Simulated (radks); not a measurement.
# Tl³⁹⁺ in [Ar] 3d10 4s2 4p5.75 4d6.25: an all-electron calculation

What are the levels of the thallium ion Tl39+, how large are its shells, and how does its energy divide?

The numbers are computed with radks (a radial shooting solver on a logarithmic mesh, Libxc functionals) version 1 (scalar-relativistic Kohn-Sham, LDA (Slater exchange, Perdew-Wang correlation), spin-polarised, spherical densities, finite nucleus; open shells are filled with parallel spins first), except any that are marked as measured or tabulated.

## (1) The atom as given

* element: thallium (Z = 81)
* charge: +39
* electrons: 42
* configuration: [Ar] 3d10 4s2 4p5.75 4d6.25
* nuclear rms radius: 5.4759 fm

## (2) The run

The run's settings:

```text
Z 81
configuration [Ar] 3d10 4s2 4p5.75 4d6.25 5s0 5p0
relativity scalar-relativistic
functional lda,pw
spin polarised
nucleus finite rms 5.4759 fm
c 137.035999084
```

What does the calculation give?

The runs gave:

```
                        quantity                      value
                    total energy        -19304.9129 hartree
exchange-correlation share of it                     1.54 %
                            −T/E                     1.1313
          highest occupied level        4d down, -1841.7 eV
    most extended occupied level  4d down, <r> = 0.376 bohr
 radius at density 0.001 e/bohr³                  1.03 bohr
    maxima of the radial density                          4
```

What this shows: The radial density shows 4 maxima for 4 occupied principal shells. Relativity lifts −T/E to 1.131. This is not the tabulated ground configuration, so its levels and sizes aren't those of the ground state, and no measured value stands beside it.
